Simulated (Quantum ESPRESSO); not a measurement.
Crystal: MgB.

```
Mg B
1.0
     2.89515    0.00000    0.00000
     0.00000    2.89515    0.00000
     0.00000    0.00000    2.89515
Mg B
1 1
Direct
  0.00000 0.00000 0.00000
  0.50000 0.50000 0.50000
```

The cell was built by a generator and needn't be a form met in nature.

```yaml
Program: Quantum ESPRESSO 7.5
Task: single point
Functional: PBE
Potentials_or_basis: SSSP 1.3 efficiency PBE
Cutoff: 748 eV
Density_cutoff: 5987 eV
k_mesh: 9 × 9 × 9
Occupations: fermi-dirac, width 0.05 eV
Spin: no spin polarisation
```

On this cell: pressure -0.1 GPa; largest force zero by symmetry; band gap on the k mesh none (metal or under the smearing width).

The same run follows on a disturbed copy (atoms moved at random, drawn with an rms of 0.05 Å):

```
Mg B
1.0
     2.89515    0.00000    0.00000
     0.00000    2.89515    0.00000
     0.00000    0.00000    2.89515
Mg B
1 1
Direct
  0.99479 0.00429 0.99608
  0.50673 0.48562 0.50272
```

Q: What changes?

A: The energy (extrapolated to zero smearing) moves by +4.6 meV/atom; pressure 0.0 GPa; largest force 0.278 eV/Å; band gap on the k mesh none (metal or under the smearing width).

Forces in eV/Å, atoms in the order of the input:
```
Mg   0.144 -0.224  0.080
B   -0.144  0.224 -0.080
```

Stress tensor (GPa, compression positive):
```
 0.05 -0.19  0.07
-0.19 -0.04 -0.11
 0.07 -0.11  0.09
```
